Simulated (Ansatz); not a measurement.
**C₂H₇NSSi: one species, many methods**

The task here is to estimate one member of a computed series from the others.

Program: Ansatz 0.2.0, Gaussian basis. Level of theory: functionals in def2-TZVPP, the program's frozen cores in correlated methods. These are calculated values, not measurements.

The runs, in order: LDA (SPW92), PBE-D4, revPBE-D4, BLYP-D4, r2SCAN-D4, B97M-V, PBE0-D4, B3LYP-D4, r2SCANh-D4, r2SCAN0-D4, HSE06-D4, BHLYP-D4, CAM-B3LYP-D4, LC-ωPBE, ωB97X-V, ωB97M-V, B2PLYP, PBE-QIDH; CCSD(T)/def2-SVP; CCSD(T)/def2-TZVPP; MP2/def2-QZVPP; extrapolation to the limit; RPA on PBE.

## The geometry

An earlier PBE0-D4 in a triple-zeta def2 set relaxation fixed the geometry.

SMILES `[SiH3]C1NCS1`, 12 atoms, charge 0, spin multiplicity 1.

Atoms are counted from 1 here; the program's logs count them from 0.

Bond lengths: Si1–C2 1.890 Å, Si1–H6 1.484 Å, Si1–H7 1.487 Å, Si1–H8 1.489 Å, C2–N3 1.479 Å, C2–S5 1.851 Å, C2–H9 1.092 Å, N3–C4 1.466 Å, N3–H10 1.013 Å, C4–S5 1.838 Å, C4–H11 1.092 Å, C4–H12 1.090 Å. Angles: C2–Si1–H6 108.5°, C2–Si1–H7 109.1°, C2–Si1–H8 110.4°, H6–Si1–H7 109.9°, H6–Si1–H8 109.7°, H7–Si1–H8 109.2°, Si1–C2–N3 111.9°, Si1–C2–S5 111.3°, Si1–C2–H9 112.4°, N3–C2–S5 93.4°, N3–C2–H9 113.7°, S5–C2–H9 112.8°, C2–N3–C4 96.4°, C2–N3–H10 109.0°, C4–N3–H10 109.0°, N3–C4–S5 94.3°, N3–C4–H11 111.9°, N3–C4–H12 114.7° and more.

As a file:

```
Si   -1.4392   -0.3666    0.9846
C     0.3776    0.0613    0.6893
N     0.5454    1.0069   -0.4353
C     0.9373    0.0065   -1.4322
S     1.2568   -1.3096   -0.1899
H    -2.0556   -0.7234   -0.3174
H    -1.5228   -1.5222    1.9166
H    -2.1566    0.7945    1.5792
H     0.8862    0.3721    1.6045
H     1.3369    1.6092   -0.2438
H     0.1063   -0.2616   -2.0878
H     1.8047    0.2778   -2.0338
```

Set-up of the first run:

in.yaml

```yaml
crystal:
  periodic: [false, false, false]
  atoms:
    - {symbol: Si, position_ang: [-1.439157, -0.366631, 0.984593]}
    - {symbol: C, position_ang: [0.377589, 0.061314, 0.689310]}
    - {symbol: N, position_ang: [0.545432, 1.006856, -0.435305]}
    - {symbol: C, position_ang: [0.937262, 0.006483, -1.432213]}
    - {symbol: S, position_ang: [1.256762, -1.309646, -0.189916]}
    - {symbol: H, position_ang: [-2.055630, -0.723399, -0.317406]}
    - {symbol: H, position_ang: [-1.522814, -1.522221, 1.916590]}
    - {symbol: H, position_ang: [-2.156608, 0.794531, 1.579201]}
    - {symbol: H, position_ang: [0.886214, 0.372127, 1.604545]}
    - {symbol: H, position_ang: [1.336931, 1.609223, -0.243766]}
    - {symbol: H, position_ang: [0.106304, -0.261639, -2.087849]}
    - {symbol: H, position_ang: [1.804718, 0.277804, -2.033787]}
basis:
  gaussian: {orbitals: def2-TZVPP}
hamiltonian: {xc: lda}
output: {orbitals: {seedname: orbitals}}
```

Steps of the session up to this table: LDA; PBE-D4 (GGA); revPBE-D4 (GGA); BLYP-D4 (GGA); r2SCAN-D4 (meta-GGA); B97M-V (meta-GGA); PBE0-D4 (hybrid); B3LYP-D4 (hybrid); r2SCANh-D4 (hybrid); r2SCAN0-D4 (hybrid); HSE06-D4 (hybrid); BHLYP-D4 (hybrid); CAM-B3LYP-D4 (range-separated); LC-ωPBE (range-separated); ωB97X-V (range-separated); ωB97M-V (range-separated); B2PLYP (double hybrid); PBE-QIDH (double hybrid).

One of the session's tables, all rows but one given; the rest of the session is left out.

It belongs to the step «Frontier levels by functional». 

```
  functional  HOMO (eV)  gap (eV)
 LDA (SPW92)      -5.25      3.61
      PBE-D4      -5.16      3.72
   revPBE-D4          ?         ?
     BLYP-D4      -5.04      3.72
   r2SCAN-D4      -5.37      4.15
      B97M-V      -5.53      4.30
     PBE0-D4      -6.37      5.95
    B3LYP-D4      -6.16      5.49
  r2SCANh-D4      -5.82      4.98
  r2SCAN0-D4      -6.51      6.21
    HSE06-D4      -5.97      5.16
    BHLYP-D4      -7.48      8.10
CAM-B3LYP-D4      -7.70      8.40
     LC-ωPBE      -9.04     10.97
     ωB97X-V      -8.71     10.48
     ωB97M-V      -8.57     10.13
```

**Question.** Estimate the row for revPBE-D4.

**Answer.** HOMO (eV): -5.11; gap (eV): 3.76. In the column «HOMO (eV)» it lies between PBE-D4 (-5.16) and BLYP-D4 (-5.04).
